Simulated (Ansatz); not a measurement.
What does this script print? It uses the Ansatz DFT code, driven from Python.

Contents of `bi2se3.cif`:
```cif
data_Bi2Se3
_cell_length_a 9.840471
_cell_length_b 9.840471
_cell_length_c 9.840471
_cell_angle_alpha 24.30427
_cell_angle_beta 24.30427
_cell_angle_gamma 24.30427
_symmetry_space_group_name_H-M 'P 1'
_symmetry_Int_Tables_number 1
loop_
_symmetry_equiv_pos_as_xyz
'x, y, z'
loop_
_atom_site_label
_atom_site_type_symbol
_atom_site_fract_x
_atom_site_fract_y
_atom_site_fract_z
Bi1 Bi    0.400800    0.400800    0.400800
Bi2 Bi    0.599200    0.599200    0.599200
Se3 Se    0.000000    0.000000    0.000000
Se4 Se    0.211700    0.211700    0.211700
Se5 Se    0.788300    0.788300    0.788300
```

Script `bi2se3_elastic.py`:
```python
import ansatz as az
from ase.io import read
import numpy as np

FILLING = "Methfessel-Paxton"
WIDTH_EV = 0.05
KMESH = (6, 6, 6)

atoms = read("bi2se3.cif")
structure = az.Crystal.from_ase(atoms)

job = (
    structure.calculation()
    .functional(az.Functional.PBE)
    .occupations(FILLING, width=WIDTH_EV)
    .kpoints(*KMESH)
)
outcome = job.elastic("clamped_ion", amplitude=0.01).run(threads=1, backend="cpu")
elastic = outcome.elastic

print("C_ij (GPa), Voigt order xx yy zz yz xz xy")
for row in elastic.c_gpa:
    print(" ".join(f"{value:8.1f}" for value in row))
print("smallest eigenvalue of C:", round(elastic.stability.min_eigenvalue_gpa, 1), "GPa; tensor positive definite:", elastic.stability.min_eigenvalue_gpa > 0)
if elastic.stability.min_eigenvalue_gpa > 0:
    for name, value in elastic.moduli.to_plain().items():
        print(f"{name:14s} {value:9.3f}")
    S = np.linalg.inv(elastic.c_gpa)
    print("Young modulus along x, y, z (GPa):", np.round(1 / np.diag(S)[:3], 1))
    print("linear compressibility along x, y, z (1/TPa):", np.round(1000 * S[:3, :3].sum(axis=1), 2))
```

Running `python bi2se3_elastic.py` prints:
```text
DeckWarning: basis.ecutwfc = 420 eV, auto-derived from the records' recommended cutoffs: set by Bi (normal level)
C_ij (GPa), Voigt order xx yy zz yz xz xy
    99.7     42.6     58.7    -14.9     -6.3    -10.7
    42.5    117.2     44.4     19.2     26.4      6.7
    58.7     44.4    101.1     -4.4    -20.5      3.2
   -14.9     19.2     -4.4     47.7      3.7     26.7
    -6.3     26.4    -20.5      3.7     64.3    -14.8
   -10.6      6.7      3.2     26.7    -14.8     48.2
smallest eigenvalue of C: 17.5 GPa; tensor positive definite: True
k_voigt_gpa       67.700
k_reuss_gpa       67.676
k_hill_gpa        67.688
g_voigt_gpa       43.537
g_reuss_gpa       26.191
g_hill_gpa        34.864
youngs_gpa        89.266
poisson            0.280
Young modulus along x, y, z (GPa): [56.  62.8 53.5]
linear compressibility along x, y, z (1/TPa): [5.19 4.8  4.79]
```
(Warnings from the package without file and line.)

Caveats:
- A positive definite tensor excludes instabilities under uniform strain alone; phonons elsewhere in the zone can still be imaginary.
- The gap on the mesh is very small: such values hang on mesh and functional, which can close or open them.
- The cell stands under 2.5 GPa at these settings.
- In a crystal with a gap the Fermi level's place inside it depends on smearing and mesh.
- Spin-orbit coupling, which matters for elements this heavy, is left out.
- These are clamped-ion constants: where atoms have free coordinates under strain, the relaxed-ion ones can be far smaller or negative, so this tensor doesn't settle whether the crystal is stable.
- The structure is a deposited one; some such entries were measured under pressure or heat, so a shift against it needn't be the functional's error alone.
- The constants belong to the cell that was strained; where it wasn't relaxed first it may be under stress.
- Wall time of the script: 11 min on 1 thread of Arm Neoverse V1, with other jobs on the host, peak memory 1.1 GiB.
